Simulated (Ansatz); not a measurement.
AlCd under changes of volume

One of the cells (17.986 Å³/atom); the others are scaled copies at fixed shape and fractional positions:

```
CELL_PARAMETERS angstrom
1.46802 0.84756 4.81842
-1.46802 0.84756 4.81842
0.00000 -1.69513 4.81842
ATOMIC_POSITIONS crystal
Al 0.00000 0.00000 0.00000
Cd 0.50000 0.50000 0.50000
```

The cell was built by a generator and needn't be a form met in nature.

```yaml
Program: Ansatz 0.2.0
Functional: PBE
Potentials_or_basis: all-electron LAPW, scalar-relativistic
Cutoff: 249 eV (chosen from the basis error)
Basis_error_allowed: 0.0005 eV/atom
k_mesh: 11 × 11 × 11
Occupations: fermi-dirac, width 0.05 eV
Spin: no spin polarisation
```

| volume (Å³/atom) | energy over the lowest point (meV/atom) | pressure (GPa) |
| --- | --- | --- |
| 16.907 | 106.40 | 14.4 |
| 17.266 | 76.97 | 11.9 |
| 17.626 | 52.90 | 9.6 |
| 17.986 | 33.64 | 7.6 |
| 18.346 | 18.70 | 5.8 |
| 18.705 | ? | ? |
| 19.065 | 0.00 | 2.7 |

Q: What does the run at 18.705 Å³/atom give?

A: Energy over the lowest point 7.63 meV/atom; pressure 4.2 GPa.

Worked out: A Birch-Murnaghan fit of order 3 (a polynomial in V^(-2/3)) to the other rows has no minimum within the range. It gives 7.65 meV/atom at 18.705 Å³/atom, against the run's 7.63, and -dE/dV = 4.1 GPa, against 4.2.

Energies are extrapolated to zero smearing.
